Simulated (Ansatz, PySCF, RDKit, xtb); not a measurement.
**GeNHO: a search for the lowest isomer, part 1 of 2**

Only the formula GeNHO is given. Aim: find the structure of lowest free energy at 400 K, then its properties.

The funnel: GFN2-xTB relaxations, single points with a density functional, relaxations at PBE0-D3(BJ)/def2-SVP, harmonic vibrations, and a last energy at a higher level. All values are calculated.

4 further runs of the same task are left out: 4 set aside as unsound or not needed.

## 1. Candidates

A program enumerates the bonding patterns with one Lewis structure each (two rings at most, one unusual centre or charged pair), with their diastereomers. O–O, O–halogen and N–halogen bonds and N–N–N chains are not drawn. That gives 9 candidates.

| label | SMILES | spin |
| --- | --- | --- |
| c054 | [O-][NH+]=[Ge] | triplet |
| c147 | [N]1=[GeH][O]1 | singlet |
| c199 | [O-][NH+]=[Ge] | singlet |
| c313 | O[N+]#[Ge-] | singlet |
| c369 | [NH+]1=[Ge-][O]1 | singlet |
| c371 | [N]1=[Ge-][OH+]1 | singlet |
| c410 | [NH]=[Ge]=[O] | singlet |
| c567 | [N]#[Ge][OH] | singlet |
| c841 | [O-][N+]#[GeH] | singlet |

Candidates are built by distance geometry, with a force field where one applies, in up to four conformers (letters a to d). 6 starts with atoms placed at random are added, to find patterns that the rules miss.

## 2. First filter: tight binding

All 15 starts are relaxed the same way. One of them, c446 (atoms placed at random), in full:

start.xyz

```xyz
4
c446
Ge     0.267740     0.346710     1.295950
N     -0.413640     0.813300    -1.242040
O     -1.013160     0.853710     0.472040
H     -0.587900     0.459150    -0.297090
```

On the command line:

```
$ xtb start.xyz --gfn 2 --opt
```

Standard output, shortened:

```text
* xtb version 6.7.1
[...]
          :  # basis functions                  19          :
[...]
          :  # electrons                        16          :
[...]
          :  Hamiltonian                  GFN2-xTB          :
[...]
          :  net charge                          0          :
          :  unpaired electrons                  0          :
[...]
   *** convergence criteria satisfied after 58 iterations ***
[...]
   *** GEOMETRY OPTIMIZATION CONVERGED AFTER 28 ITERATIONS ***
[...]
   *** convergence criteria satisfied after 3 iterations ***
[...]
         ::                     SUMMARY                     ::
         :::::::::::::::::::::::::::::::::::::::::::::::::::::
         :: total energy              -9.403226670360 Eh    ::
         :: gradient norm              0.000505307899 Eh/a0 ::
         :: HOMO-LUMO gap              2.993164545608 eV    ::
         ::.................................................::
         :: SCC energy                -9.432872434275 Eh    ::
         :: -> isotropic ES            0.009747782458 Eh    ::
         :: -> anisotropic ES         -0.002665390093 Eh    ::
         :: -> anisotropic XC          0.006892477337 Eh    ::
         :: -> dispersion             -0.001609911265 Eh    ::
         :: repulsion energy           0.029645763915 Eh    ::
         :: add. restraining           0.000000000000 Eh    ::
         :: total charge               0.000000000000 e     ::
         :::::::::::::::::::::::::::::::::::::::::::::::::::::
[...]
         8        2.0000           -0.3766644             -10.2496 (HOMO)
         9                         -0.2666677              -7.2564 (LUMO)
[...]
     #   Z          covCN         q      C6AA      α(0)
     1  32 Ge       1.614     0.396   247.354    32.916
     2   7 N        2.581    -0.241    26.316     7.619
     3   8 O        1.670    -0.322    19.392     5.945
     4   1 H        0.860     0.167     1.289     1.779
[...]
     #   Z sym  total        # sym  WBO       # sym  WBO       # sym  WBO
 ---------------------------------------------------------------------------
     1  32 Ge   2.482 --     3 O    1.259     2 N    1.195
     2   7 N    3.075 --     1 Ge   1.195     3 O    0.945     4 H    0.936
     3   8 O    2.212 --     1 Ge   1.259     2 N    0.945
     4   1 H    0.972 --     2 N    0.936
 ---------------------------------------------------------------------------
[...]
molecular dipole:
                 x           y           z       tot (Debye)
 q only:        1.140       0.143       0.252
   full:        1.310       0.373       0.426       3.626
molecular quadrupole (traceless):
[...]
          | TOTAL ENERGY               -9.403226670360 Eh   |
          | GRADIENT NORM               0.000505307899 Eh/α |
          | HOMO-LUMO GAP               2.993164545608 eV   |
           -------------------------------------------------
[...]
```

Wall time 0.12 s (1 thread of AMD EPYC 7R43 (Zen 3), shared host).

## 3. The minima found

15 of the 15 relaxations converged; 7 ended on a minimum already found. 8 distinct structures remain:

| label | start | SMILES after | spin | energy (kcal/mol) |
| --- | --- | --- | --- | --- |
| c502 | random and drawn | [NH]1[O][Ge]1 ‡ | singlet | 0.0 |
| c410a | drawn | [NH]=[Ge]=[O] | singlet | 3.6 |
| c051 | random and drawn | [OH][N][Ge] ‡ | singlet | 12.4 |
| c567a | drawn | [N]#[Ge][OH] | singlet | 26.9 |
| c371a | drawn | [N]1[OH][Ge]1 ‡ | singlet | 29.5 |
| c841a | drawn | [O-][N+]#[GeH] | singlet | 44.3 |
| c147a | drawn | [N]1=[GeH][O]1 | singlet | 62.7 |
| c054a | drawn | [O][NH][Ge] ‡ | triplet | 73.9 |

‡ marks the bonded skeleton alone, with all bonds drawn single: no Lewis structure was assigned that passes a check against the bond lengths.

GFN2-xTB has no spin polarisation, so it can't rank spin states and is rough for open shells.

## 4. Second filter: single points

A choice of the minima (the low ones first, few conformers of a pattern, up to a cap) and the lowest that fell apart get a single point at r2SCAN-D4/def2-SVP on the tight-binding geometry, and one at HF/STO-3G for comparison. The lowest singlets are also tried as triplets at the same geometry (label ending in t). The first, c502:

input.yaml

```yaml
crystal:
  periodic: [false, false, false]
  atoms:
    - {symbol: Ge, position_ang: [-1.502938, -0.101139, -0.311610]}
    - {symbol: N, position_ang: [0.168208, -0.814406, -0.163868]}
    - {symbol: O, position_ang: [-0.311997, 0.037998, 0.953967]}
    - {symbol: H, position_ang: [0.272666, -1.754363, 0.216351]}
basis:
  gaussian: {orbitals: def2-SVP}
magnetization: {spin_polarized: false}
hamiltonian: {xc: r2scan, dispersion: d4}
scf: {lower_state_search: "off"}
```

On the command line:

```
$ ansatz run input.yaml --threads 1 --pin off --max-ram 2610MiB --events-out events.jsonl --progress --plain --runs-dir runs
```

Standard output, shortened:

```text
Warning: RAYON_NUM_THREADS=1 ignored (pool sized by the plan → 1); use --threads N
Functional definition: r2SCAN
  name "r2SCAN"
[...]
724 factors; their error is unknown
[...]
mean field -60057.08459326 eV, -2207.0571506482 hartree, gradient 9.0e-6 eV, S^2 0.000000; 0 other end points of the search recorded, 0 dependent functions left out
reference -60057.08460037 eV, -2207.0571509097 hartree; 24, 24 occupied and 41, 41 virtual orbitals, 724 factors
Total energy: -60057.09836793 eV, -2207.0576568582 hartree
Checks for a lower state left out: stability, starts, cluster_reference, orbital_swaps, neighbouring_geometries, increment
```

It took 1.1 s on 1 thread of AMD EPYC 7R43 (Zen 3), shared host.

Relative energies in kcal/mol, each column from its lowest structure that stays in one piece:

```
 label           SMILES     spin  GFN2-xTB  HF/STO-3G  r2SCAN-D4/def2-SVP
 c410a    [NH]=[Ge]=[O]  singlet       3.6       44.1                 0.0
  c051    [OH][N][Ge] ‡  singlet      12.4        2.1                 6.3
  c502  [NH]1[O][Ge]1 ‡  singlet       0.0        0.0                 7.2
 c567a     [N]#[Ge][OH]  singlet      26.9       56.8                26.1
c410at    [NH]=[Ge]=[O]  triplet         –          –                59.2
 c502t  [NH]1[O][Ge]1 ‡  triplet         –          –                61.2
 c051t    [OH][N][Ge] ‡  triplet         –          –                78.3
```

‡ marks the bonded skeleton alone, with all bonds drawn single: no Lewis structure was assigned that passes a check against the bond lengths.

## 5. Relaxing the best candidates

3 candidates are relaxed at PBE0-D3(BJ)/def2-SVP (chosen among the lowest in one piece). The first, c410a:

input.yaml

```yaml
crystal:
  periodic: [false, false, false]
  atoms:
    - {symbol: Ge, position_ang: [1.407023, 3.146010, -0.011873]}
    - {symbol: "N", position_ang: [0.314184, 2.043695, -0.639719]}
    - {symbol: O, position_ang: [2.576303, 3.692461, 0.889436]}
    - {symbol: H, position_ang: [-0.349260, 2.298911, -1.356461]}
basis:
  gaussian:
    orbitals: def2-SVP
hamiltonian:
  xc: pbe0
  dispersion: d3bj
scf:
  lower_state_search: off
relax:
  f_tol: 0.003
```

On the command line:

```
$ ansatz run input.yaml --threads 1 --pin off --max-ram 2610MiB --events-out events.jsonl --progress --plain --runs-dir runs
```

Standard output, shortened:

```text
Warning: RAYON_NUM_THREADS=1 ignored (pool sized by the plan → 1); use --threads N
[...]
Functional definition: PBE0
  name "PBE0"
[...]
690 factors; integrals over basis functions are off by at most 1.7e-4 eV
[...]
mean field -60048.15029648 eV, -2206.7288212975 hartree, gradient 8.6e-6 eV, S^2 0.000000; 0 other end points of the search recorded, 0 dependent functions left out
[...]
reference -60048.15031575 eV, -2206.7288220055 hartree; 24, 24 occupied and 41, 41 virtual orbitals, 690 factors
relax step   1: F+E_penalty+E_count = -60048.20280383 eV  Δ(F+E_penalty+E_count) = +0.000e0 eV  max|allowed force component| = 1.949e0 eV/Å  Δτ_max = 0.0000 Å  (14 SCF iters, accepted)
[...]
relax step   7: F+E_penalty+E_count = -60048.29447051 eV  Δ(F+E_penalty+E_count) = -3.739e-5 eV  max|allowed force component| = 7.393e-3 eV/Å  Δτ_max = 0.0018 Å  (16 SCF iters, accepted)
[...]
relax step   8: F+E_penalty+E_count = -60048.29447233 eV  Δ(F+E_penalty+E_count) = -1.813e-6 eV  max|allowed force component| = 1.091e-3 eV/Å  Δτ_max = 0.0005 Å  (14 SCF iters, accepted)
Total energy: -60048.29449148 eV, -2206.7341203659 hartree
Atom 0 at     1.399562     3.046078     0.017294 Å, force    -0.000668     0.000232    -0.000713 eV/Å
Atom 1 at     0.286427     1.973681    -0.640400 Å, force     0.000959    -0.000521     0.001091 eV/Å
Atom 2 at     2.575990     3.768151     0.861716 Å, force    -0.000297    -0.000461    -0.000112 eV/Å
Atom 3 at    -0.313728     2.393167    -1.357228 Å, force     0.000007     0.000750    -0.000266 eV/Å
Dipole moment:    -0.352660     0.100821    -0.368328 e Å
Checks for a lower state left out: stability, starts, cluster_reference, orbital_swaps, neighbouring_geometries, increment
```

Wall time 11 s (1 thread of AMD EPYC 7R43 (Zen 3), shared host).

Energy change by step (eV): 0.0000, -0.0600, -0.0807, -0.0910, -0.0915, -0.0916, -0.0917, -0.0917.

After the run. Bond lengths: Ge1–N2 1.680 Å, Ge1–O3 1.618 Å, N2–H4 1.025 Å. Angles: N2–Ge1–O3 166.2°, Ge1–N2–H4 113.6°.

## 6. The relaxed candidates

```
label     spin  r2SCAN-D4/def2-SVP (kcal/mol)  PBE0-D3(BJ)/def2-SVP, relaxed (kcal/mol)   time
c410a  singlet                            0.0                                       0.0   11 s
 c051  singlet                            6.3                                       2.5  8.1 s
 c502  singlet                            7.2                                       2.6  9.6 s
```

c410a: Bond lengths: Ge1–N2 1.680 Å, Ge1–O3 1.618 Å, N2–H4 1.025 Å. Angles: N2–Ge1–O3 166.2°, Ge1–N2–H4 113.6°.

c051: Bond lengths: Ge1–N2 1.661 Å, N2–O3 1.323 Å, O3–H4 0.969 Å. Angles: Ge1–N2–O3 173.2°, N2–O3–H4 106.6°.

c502: Bond lengths: Ge1–N2 1.888 Å, Ge1–O3 1.791 Å, N2–H4 1.030 Å. Angles: N2–Ge1–O3 48.1°, Ge1–N2–H4 110.5°. A long bond or contact: N2–O3 1.503 Å.

## 7. Are they minima? Harmonic frequencies

The lowest few in one piece go on as finalists. Harmonic vibrations at PBE0-D3(BJ)/def2-SVP test each finalist and give the zero-point energy and the thermal terms. The first, c410a:

input.yaml

```yaml
crystal:
  periodic: [false, false, false]
  atoms:
    - {symbol: Ge, position_ang: [1.399562, 3.046078, 0.017294]}
    - {symbol: "N", position_ang: [0.286427, 1.973681, -0.640400]}
    - {symbol: O, position_ang: [2.575990, 3.768151, 0.861716]}
    - {symbol: H, position_ang: [-0.313728, 2.393167, -1.357228]}
basis:
  gaussian: {orbitals: def2-SVP}
hamiltonian: {xc: {name: PBE0}, dispersion: d3bj}
scf: {lower_state_search: off}
phonons: {}
```

On the command line:

```
$ ansatz run input.yaml --threads 1 --pin off --max-ram 2610MiB --events-out events.jsonl --progress --plain --runs-dir runs
```

Standard output, shortened:

```text
Warning: RAYON_NUM_THREADS=1 ignored (pool sized by the plan → 1); use --threads N
[... 2 set-up lines as earlier in the session ...]
[...]
690 factors; integrals over basis functions are off by at most 2.6e-4 eV
[...]
mean field -60048.24215871 eV, -2206.7321971723 hartree, gradient 1.1e-6 eV, S^2 0.000000; 0 other end points of the search recorded, 0 dependent functions left out
[...]
reference -60048.24217786 eV, -2206.7321978759 hartree; 24, 24 occupied and 41, 41 virtual orbitals, 690 factors
[...]
690 factors; integrals over basis functions are off by at most 2.6e-4 eV
mean field -60048.24195075 eV, -2206.7321895299 hartree, gradient 2.4e-6 eV, S^2 0.000000; 0 other end points of the search recorded, 0 dependent functions left out
[...]
reference -60048.24196990 eV, -2206.7321902336 hartree; 24, 24 occupied and 41, 41 virtual orbitals, 690 factors
[...]
690 factors; integrals over basis functions are off by at most 2.6e-4 eV
[...]
690 factors; integrals over basis functions are off by at most 2.6e-4 eV
mean field -60048.24214475 eV, -2206.7321966591 hartree, gradient 1.5e-6 eV, S^2 0.000000; 0 other end points of the search recorded, 0 dependent functions left out
[...]
reference -60048.24216389 eV, -2206.7321973625 hartree; 24, 24 occupied and 41, 41 virtual orbitals, 690 factors
Total energy: -60048.29449163 eV, -2206.7341203714 hartree
Atom 0 at     1.399562     3.046078     0.017294 Å, force    -0.000657     0.000238    -0.000704 eV/Å
Atom 1 at     0.286427     1.973681    -0.640400 Å, force     0.000974    -0.000529     0.001108 eV/Å
Atom 2 at     2.575990     3.768151     0.861716 Å, force    -0.000309    -0.000468    -0.000121 eV/Å
Atom 3 at    -0.313728     2.393167    -1.357228 Å, force    -0.000008     0.000759    -0.000283 eV/Å
Dipole moment:    -0.352660     0.100821    -0.368329 e Å
Vibrations: 197.64 254.07 754.97 885.30 1066.01 3559.31 cm⁻¹, zero-point energy 0.416419 eV
Checks for a lower state left out: stability, starts, cluster_reference, orbital_swaps, neighbouring_geometries, increment
```

It took 18 s on 1 thread of AMD EPYC 7R43 (Zen 3), shared host.

## 8. Thermal terms of the finalists

At 400 K and 1 atm, ideal gas, rigid rotor and harmonic oscillator:

```csv
label,SMILES,spin,point group,lowest mode (cm⁻¹),zero-point (kcal/mol),G − E (kcal/mol)
c410a,[NH]=[Ge]=[O],singlet,Cs,198,9.6,-13.4
c051,[OH][N][Ge] ‡,singlet,–,230,11.0,-12.6
c502,[NH]1[O][Ge]1 ‡,singlet,C1,527,10.8,-13.0
```

Chiral structures get −RT ln 2 for their mirror image.

‡ marks the bonded skeleton alone, with all bonds drawn single: no Lewis structure was assigned that passes a check against the bond lengths.

## 9. Last filter: a higher level

Single points at CCSD(T)/def2-TZVPP on the refined geometries decide the order.

c410a, CCSD(T)/def2-TZVPP:

input.yaml, as its differences from that of step 7:

```diff
@@ -8,5 +8,6 @@
 basis:
-  gaussian: {orbitals: def2-SVP}
-hamiltonian: {xc: {name: PBE0}, dispersion: d3bj}
-scf: {lower_state_search: off}
-phonons: {}
+  gaussian:
+    orbitals: def2-TZVPP
+correlation:
+  method: ccsd_t
+  frozen_orbitals: {Ge: 9, H: 0, "N": 1, O: 1}
```

On the command line:

```
$ ansatz run input.yaml --threads 1 --pin off --max-ram 2610MiB --events-out events.jsonl --progress --plain --runs-dir runs
```

Standard output, shortened:

```text
Warning: RAYON_NUM_THREADS=1 ignored (pool sized by the plan → 1); use --threads N
Functional definition: HF
  name "HF"
[...]
804 factors; integrals over basis functions are off by at most 1.2e-3 eV
[...]
mean field -60007.19426815 eV, -2205.2237150175 hartree, gradient 3.6e-6 eV, S^2 0.000000; 1 other end points of the search recorded, 0 dependent functions left out
11 core orbitals not correlated: weight in the atoms' cores, before any rotation towards them, 1.000 or more for the frozen orbitals, at most 0.000 for the correlated occupied ones
reference -60007.19426815 eV, -2205.2237150175 hartree; 13, 13 occupied and 100, 100 virtual orbitals, 804 factors
second order -19.17780756 eV of doubles, -0.00000000 eV of singles
cycle   1  -17.71944127 eV  change     1.5e0 eV  update   1.8e-1
[...]
cycle  12  -18.66432247 eV  change   -1.9e-5 eV  update   6.6e-6
perturbative correction -1.00921445 eV, -0.0370879470 hartree
Total energy: -60026.86780507 eV, -2205.9467041640 hartree
```

Run time: 11 s. Hardware: 1 thread of AMD EPYC 7R43 (Zen 3), shared host; peak memory 0.49 GiB.

## 10. c051 at CCSD(T)/def2-TZVPP

input.yaml

```yaml
crystal:
  periodic: [false, false, false]
  atoms:
    - symbol: Ge
      position_ang: [0.706702, -1.294227, -0.459159]
    - symbol: N
      position_ang: [-0.195481, -0.011694, 0.089776]
    - symbol: O
      position_ang: [-0.777686, 1.073003, 0.573883]
    - symbol: H
      position_ang: [-1.728416, 0.970038, 0.417509]
basis:
  gaussian:
    orbitals: def2-TZVPP
correlation:
  method: ccsd_t
  frozen_orbitals: {Ge: 9, H: 0, "N": 1, O: 1}
```

On the command line:

```
$ ansatz run input.yaml --threads 1 --pin off --max-ram 2610MiB --events-out events.jsonl --progress --plain --runs-dir runs
```

Standard output, shortened:

```text
Warning: RAYON_NUM_THREADS=1 ignored (pool sized by the plan → 1); use --threads N
[... 2 set-up lines as earlier in the session ...]
[...]
811 factors; integrals over basis functions are off by at most 1.0e-3 eV
[...]
mean field -60006.69971990 eV, -2205.2055407044 hartree, gradient 2.1e-6 eV, S^2 0.000000; 0 other end points of the search recorded, 0 dependent functions left out; unrestricted orbitals would lower it
[...]
11 core orbitals not correlated: weight in the atoms' cores, before any rotation towards them, 1.000 or more for the frozen orbitals, at most 0.000 for the correlated occupied ones
reference -60006.69971990 eV, -2205.2055407044 hartree; 13, 13 occupied and 100, 100 virtual orbitals, 811 factors
second order -18.76928678 eV of doubles, -0.00000000 eV of singles
cycle   1  -17.65725789 eV  change     1.1e0 eV  update   1.7e-1
[...]
cycle  12  -18.50838915 eV  change   -1.2e-5 eV  update   7.5e-6
perturbative correction -0.95060799 eV, -0.0349341995 hartree
Total energy: -60026.15871705 eV, -2205.9206456598 hartree
```

Wall time 14 s (1 thread of AMD EPYC 7R43 (Zen 3), shared host); peak memory 0.49 GiB.

For c051 the log finds that unrestricted Hartree-Fock orbitals lie lower, a sign to watch the closed-shell reference there.

## 11. Putting it together

Energies in kcal/mol from c410a; G adds the thermal terms to the CCSD(T)/def2-TZVPP energy. The columns left of the relaxed level are at the tight-binding geometries.

| label | SMILES | spin | GFN2-xTB | HF/STO-3G | r2SCAN-D4/def2-SVP | PBE0-D3(BJ)/def2-SVP | HF/def2-TZVPP | MP2/def2-TZVPP | CCSD(T)/def2-TZVPP | G | share at equilibrium | T1 |
| --- | --- | --- | --- | --- | --- | --- | --- | --- | --- | --- | --- | --- |
| c410a | [NH]=[Ge]=[O] | singlet | 0.0 | 0.0 | 0.0 | 0.0 | 0.0 | 0.0 | 0.0 | 0.0 | 100.0 % | 0.023 |
| c502 | [NH]1[O][Ge]1 ‡ | singlet | -3.6 | -44.1 | 7.2 | 2.6 | 1.5 | 17.1 | 9.4 | 9.9 | < 0.1 % | 0.021 |
| c051 | [OH][N][Ge] ‡ | singlet | 8.8 | -42.0 | 6.3 | 2.5 | 11.4 | 20.8 | 16.4 | 17.2 | < 0.1 % | 0.022 |

‡ marks the bonded skeleton alone, with all bonds drawn single: no Lewis structure was assigned that passes a check against the bond lengths.

Lowest found: c410a, `[NH]=[Ge]=[O]`, a singlet of point group Cs. Bond lengths: Ge1–N2 1.680 Å, Ge1–O3 1.618 Å, N2–H4 1.025 Å. Angles: N2–Ge1–O3 166.2°, Ge1–N2–H4 113.6°.

```xyz
4

Ge    1.3996    3.0461    0.0173
N     0.2864    1.9737   -0.6404
O     2.5760    3.7682    0.8617
H    -0.3137    2.3932   -1.3572
```

## 12. Density, orbitals and dipole (PBE0/def2-TZVPD)

input.yaml

```yaml
crystal:
  periodic: [false, false, false]
  atoms:
    - {symbol: Ge, position_ang: [1.399562, 3.046078, 0.017294]}
    - {symbol: "N", position_ang: [0.286427, 1.973681, -0.640400]}
    - {symbol: O, position_ang: [2.575990, 3.768151, 0.861716]}
    - {symbol: H, position_ang: [-0.313728, 2.393167, -1.357228]}
basis:
  gaussian:
    orbitals: def2-TZVPD
hamiltonian:
  xc: pbe0
output:
  forces: true
  orbitals: {seedname: orbitals}
```

On the command line:

```
$ ansatz run input.yaml --threads 1 --pin off --max-ram 2610MiB --events-out events.jsonl --progress --plain --runs-dir runs
```

Standard output, shortened:

```text
Warning: RAYON_NUM_THREADS=1 ignored (pool sized by the plan → 1); use --threads N
[... 2 set-up lines as earlier in the session ...]
[...]
840 factors; their error is unknown
[...]
mean field -60060.02869183 eV, -2207.1653442753 hartree, gradient 3.2e-5 eV, S^2 0.000000; 0 other end points of the search recorded, 0 dependent functions left out
[...]
reference -60060.02872302 eV, -2207.1653454215 hartree; 24, 24 occupied and 116, 116 virtual orbitals, 840 factors
Total energy: -60060.02872302 eV, -2207.1653454215 hartree
Atom 0 at     1.399562     3.046078     0.017294 Å, force     0.126199     0.082132     0.088887 eV/Å
Atom 1 at     0.286427     1.973681    -0.640400 Å, force    -0.191113     0.046173    -0.196531 eV/Å
Atom 2 at     2.575990     3.768151     0.861716 Å, force    -0.072601    -0.036573    -0.055012 eV/Å
Atom 3 at    -0.313728     2.393167    -1.357228 Å, force     0.137514    -0.091732     0.162656 eV/Å
Dipole moment:    -0.343825     0.090713    -0.356348 e Å
```

It took 5.1 s on 1 thread of AMD EPYC 7R43 (Zen 3), shared host.

(Continued in part 2 of 2.)
